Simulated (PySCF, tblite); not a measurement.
# C₇H₁₀NOP: geometry, infrared bands and NMR shifts

What infrared bands and NMR shifts should C₇H₁₀NOP (`CC1=CC[P@](=O)(CC#N)C1`) show?

Computed with tblite 0.8.0 and PySCF 2.14.0, with density-fitted response routines of our own, on a single molecule in the gas phase. Atoms count from 0, in the outputs and in this text.

### 1 Starting geometry

20 atoms, charge 0, multiplicity 1; geometry from: force field or distance geometry start.

Bonds of the start (Å): C0–C1 1.48, C1–C2 1.36, C2–C3 1.48, C3–P4 1.78, P4–O5 1.50, P4–C6 1.79, C6–C7 1.46, C7–N8 1.15, P4–C9 1.80, C9–C1 1.50, C0–H10 1.10, C0–H11 1.09, C0–H12 1.11, C2–H13 1.08, C3–H14 1.10, C3–H15 1.10, C6–H16 1.10, C6–H17 1.09, C9–H18 1.10, C9–H19 1.09.

### 2 Relaxing the molecule with GFN2-xTB

Job settings and geometry (Å):

```
{"job": {"kind": "relax", "xc": "GFN2-xTB", "basis": "xTB"}, "charge": 0, "multiplicity": 1}
C     -2.387600     1.058700    -0.555600
C     -1.261900     0.214500    -0.108600
C     -0.959200    -0.059400     1.190100
C      0.210800    -0.928900     1.458800
P      0.939700    -1.164900    -0.150400
O      1.219100    -2.598000    -0.512900
C      2.375900    -0.109900    -0.265500
C      2.122100     1.289000     0.075900
N      1.915000     2.391300     0.337100
C     -0.367100    -0.409800    -1.134800
H     -3.075100     0.481000    -1.193700
H     -2.028900     1.914300    -1.125600
H     -2.982800     1.449400     0.298800
H     -1.553200     0.335600     2.007300
H     -0.126800    -1.880700     1.888600
H      0.902000    -0.461300     2.179100
H      3.147000    -0.506500     0.410900
H      2.777100    -0.180700    -1.278300
H      0.033700     0.342700    -1.824500
H     -0.905100    -1.166000    -1.699900
```

Command:

```sh
$ OMP_NUM_THREADS=1 python probes_run.py task.json out
```

This one command runs all jobs of the session in turn.

**Question.** This job is followed by: GFN2-xTB harmonic vibrations, gas phase; GIAO PBE0/pcSseg-1 NMR shielding, non-relativistic, gas phase. What will the session give for the following? strongest single infrared mode (GFN2-xTB); zero-point energy (GFN2-xTB); ¹³C shifts against TMS (PBE0/pcSseg-1); ¹H shifts against TMS (PBE0/pcSseg-1, means over atoms taken as alike); ³¹P shifts against H3PO4 (PBE0/pcSseg-1); ¹⁷O shifts against H2O (PBE0/pcSseg-1); ¹⁵N shifts against NH3 (PBE0/pcSseg-1).

**Answer**, as computed:

| quantity | value |
| --- | --- |
| strongest single infrared mode (GFN2-xTB) | 1285 cm⁻¹, 360 km/mol |
| zero-point energy (GFN2-xTB) | 96.4 kcal/mol |
| ¹³C shifts against TMS (PBE0/pcSseg-1) | 146.8, 128.9, 119.2, 39.5, 38.0, 22.6, 20.2 ppm |
| ¹H shifts against TMS (PBE0/pcSseg-1, means over atoms taken as alike) | 5.72, 3.00, 2.70, 2.63, 2.61, 2.50, 2.23, 1.92 ppm |
| ³¹P shifts against H3PO4 (PBE0/pcSseg-1) | 42.8 ppm |
| ¹⁷O shifts against H2O (PBE0/pcSseg-1) | 132.8 ppm |
| ¹⁵N shifts against NH3 (PBE0/pcSseg-1) | 305.3 ppm |

What this shows: Over 88 steps the energy fell by 0.279 eV; of the close pairs, P4–C6 changed most, 1.786 to 1.858 Å. All 54 modes are real, so the xTB geometry is a minimum. The strongest single mode, at 1285 cm⁻¹, moves mainly O5 and P4. Unscaled tight-binding wavenumbers are off by several per cent, some by more. Its intensities can rank the bands wrongly. The most deshielded hydrogen is H13 (hydrogen on an alkene CH), at 5.72 ppm: a vinylic proton, deshielded by the sp2 carbon and the C=C anisotropy. At PBE0/pcSseg-1: The largest span, 494 ppm, is at N8, where the paramagnetic term is -378 ppm.
